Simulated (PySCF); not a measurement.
# C3H10AsBO: the cost of one run

The runs use PySCF 2.14.0, with density-fitted response routines of our own; the level of theory stands in each step. All values are computed, except where a source is named. Atoms are numbered from 0 throughout.

## Step 1: The starting structure

16 atoms, charge 0, multiplicity 1; geometry from: GFN2-xTB.

Bonds of the start (Å): C0–C1 1.32, C1–C2 1.48, C2–As3 1.99, B4–O5 1.33, C0–H6 1.08, C0–H7 1.08, C1–H8 1.09, C2–H9 1.10, C2–H10 1.09, As3–H11 1.51, As3–H12 1.50, B4–H13 1.18, B4–H14 1.17, O5–H15 0.96.

## Step 2: Geometry optimisation at PBE0-D3(BJ)/def2-SVP

Job settings and geometry (Å):

```
{"job": {"xc": "PBE0", "basis": "def2-SVP", "d3": "d3bj", "grid": 1, "kind": "geom"}, "charge": 0, "multiplicity": 1}
C      2.280022     0.838140     0.384987
C      1.959341    -0.027663    -0.561375
C      0.599842    -0.184009    -1.128157
As    -0.288401    -1.833889    -0.461109
B     -2.714954     1.101136     0.819163
O     -2.334809    -0.114618     0.443621
H      3.276810     0.902480     0.787741
H      1.553298     1.525250     0.788256
H      2.710203    -0.709459    -0.947318
H      0.639989    -0.263559    -2.219623
H     -0.039234     0.659868    -0.864984
H      0.931877    -2.704989    -0.670048
H      0.124888    -1.640696     0.964760
H     -3.804845     1.324126     1.209169
H     -1.908878     1.947608     0.741102
H     -2.992748    -0.810782     0.504853
```

Command:

```sh
> OMP_NUM_THREADS=1 python probes_run.py task.json out
```

The driver reads the jobs from task.json and runs them one after another.

**Question.** How long does this first job take on 1 thread of Intel Xeon Platinum 8375C at 2.90GHz, shared host, and how much memory does it need?

About 10 min, with a peak of 0.61 GiB.
